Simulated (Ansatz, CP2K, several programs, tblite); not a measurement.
Energy against volume for kesterite Li2HgSnTe4, at fixed shape and fractional coordinates, computed by several methods (PBE and r2SCAN, where shown, with plane waves in Ansatz); the cell shown is that of r2SCAN. With free coordinates or axes held, a curve is too stiff, and on another method's shape its minimum isn't the method's own volume. It is tetragonal, I-4 (No. 82); a = 6.483 Å, c = 12.704 Å in the conventional setting, 33.38 Å³ an atom. Li has 4 Te at 2.80 Å; Li has 4 Te at 2.74 Å; Hg has 4 Te at 2.84 Å; Sn has 4 Te at 2.77 Å; Te has 2 Li at 2.74–2.80 Å and 1 Sn at 2.77 Å and 1 Hg at 2.84 Å. Note: simulated data, non-magnetic, for a generated structure that need not be the stable one. Energies count from each curve's lowest point; fits are third-order Birch-Murnaghan.

```cif
data_structure
_symmetry_space_group_name_H-M 'I-4'
_symmetry_Int_Tables_number 82
_cell_length_a 6.4834
_cell_length_b 6.4834
_cell_length_c 12.7044
_cell_angle_alpha 90.000
_cell_angle_beta 90.000
_cell_angle_gamma 90.000
_cell_volume 534.02
loop_
_atom_site_label
_atom_site_type_symbol
_atom_site_symmetry_multiplicity
_atom_site_Wyckoff_symbol
_atom_site_fract_x
_atom_site_fract_y
_atom_site_fract_z
_atom_site_occupancy
Li1 Li 2 a 0.00000 0.00000 0.00000 1
Li2 Li 2 c 0.00000 0.50000 0.25000 1
Hg1 Hg 2 d 0.50000 0.00000 0.25000 1
Sn1 Sn 2 b 0.50000 0.50000 0.00000 1
Te1 Te 8 g 0.24160 0.74523 0.37542 1
```

GFN2-xTB (tblite), on the shape of the cell shown, as a cluster of 64 atoms at the zone centre:
```
V (Å³/atom)  E (meV/atom)
     29.371         52.82
     31.373          7.89
     33.376          0.00
     35.379         17.64
     37.381         53.20
```
V₀ = 32.89 Å³ an atom and B₀ = 36 GPa.

**Question.** PBE, on the shape of its own relaxed cell, gives
```tsv
V (Å³/atom)	E (meV/atom)
32.033	13.52
33.055	3.26
34.078	0.00
35.100	2.64
36.122	10.24
```
What equilibrium volume and bulk modulus follow?

**Answer.** V₀ = 34.10 Å³ an atom and B₀ = 31 GPa.

PBE/DZVP (CP2K), on the shape of the cell shown:

| V (Å³/atom) | E (meV/atom) |
| --- | --- |
| 29.371 | 105.18 |
| 31.373 | 35.72 |
| 33.376 | 4.25 |
| 35.379 | 0.00 |
| 37.381 | 15.28 |

V₀ = 34.73 Å³ an atom and B₀ = 30 GPa.

PBE/SZV (CP2K), on the shape of the cell shown:
```tsv
V (Å³/atom)	E (meV/atom)
29.371	208.98
31.373	99.19
33.376	35.40
35.379	5.30
37.381	0.00
```
The lowest point is an end point, so the minimum isn't bracketed.

r2SCAN, on the shape of its own relaxed cell:
```tsv
V (Å³/atom)	E (meV/atom)
31.373	14.68
32.375	3.49
33.376	0.00
34.377	3.01
35.379	11.50
```
V₀ = 33.38 Å³ an atom and B₀ = 35 GPa.
